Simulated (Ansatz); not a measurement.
# C2H8N2Si: the cost of one run

All numbers below are computed with Ansatz 0.2.0 (RKS revPBE-D4/STO-3G).

### 1 The structure to begin with

Bond lengths: N1–C2 1.434 Å, C2–N3 1.465 Å, N3–C4 1.332 Å, C4–Si5 1.865 Å, N1–H6 1.091 Å, N1–H7 0.978 Å, C2–H8 1.129 Å, C2–H9 1.139 Å, C4–H10 1.067 Å, Si5–H11 1.448 Å, Si5–H12 1.525 Å, Si5–H13 1.546 Å. Angles (14 of 19 angles, heavy atoms first): N1–C2–N3 110.6°, C2–N3–C4 112.2°, N3–C4–Si5 118.5°, N1–C2–H8 109.5°, N1–C2–H9 110.9°, N3–C2–H8 111.6°, N3–C2–H9 107.8°, C2–N1–H6 102.7°, C2–N1–H7 110.4°, N3–C4–H10 121.8°, Si5–C4–H10 118.7°, C4–Si5–H11 109.5°, C4–Si5–H12 109.5°, C4–Si5–H13 115.0°.

Structure file:

```xyz
13

N    -0.9388   -1.9399    0.7601
C    -0.0229   -0.9831    1.3084
N    -0.1587    0.3089    0.6306
C     0.5393    0.3583   -0.5033
Si    0.4393    1.9023   -1.5442
H    -1.8816   -1.3912    0.7521
H    -1.0655   -2.6854    1.3808
H     1.0302   -1.3825    1.2325
H    -0.2222   -0.8179    2.4171
H     1.0045   -0.5089   -0.9159
H     1.1332    1.6863   -2.7970
H     1.1583    3.0425   -0.8320
H    -0.9948    2.3759   -1.8742
```

### 2 Relaxing the start

File input.yaml:

```yaml
crystal:
  periodic: [false, false, false]
  atoms:
    - { symbol: "N", position_ang: [-0.9388, -1.9399, 0.7601] }
    - { symbol: C, position_ang: [-0.0229, -0.9831, 1.3084] }
    - { symbol: "N", position_ang: [-0.1587, 0.3089, 0.6306] }
    - { symbol: C, position_ang: [0.5393, 0.3583, -0.5033] }
    - { symbol: Si, position_ang: [0.4393, 1.9023, -1.5442] }
    - { symbol: H, position_ang: [-1.8816, -1.3912, 0.7521] }
    - { symbol: H, position_ang: [-1.0655, -2.6854, 1.3808] }
    - { symbol: H, position_ang: [1.0302, -1.3825, 1.2325] }
    - { symbol: H, position_ang: [-0.2222, -0.8179, 2.4171] }
    - { symbol: H, position_ang: [1.0045, -0.5089, -0.9159] }
    - { symbol: H, position_ang: [1.1332, 1.6863, -2.797] }
    - { symbol: H, position_ang: [1.1583, 3.0425, -0.832] }
    - { symbol: H, position_ang: [-0.9948, 2.3759, -1.8742] }
basis:
  gaussian: { orbitals: STO-3G }
hamiltonian:
  xc: revpbe
  dispersion: d4
relax:
  f_tol: 0.02
  max_steps: 40
output:
  orbitals: {}
```

The run is started by

```sh
> ansatz run input.yaml --threads 1 --pin off --max-ram 2048MiB --backend cpu --events-out ev --progress --plain --runs-dir out
```

Q: Estimate wall time and peak memory on 1 thread of Arm Neoverse V1, shared host.

About 75 s, with a peak of 0.12 GiB.
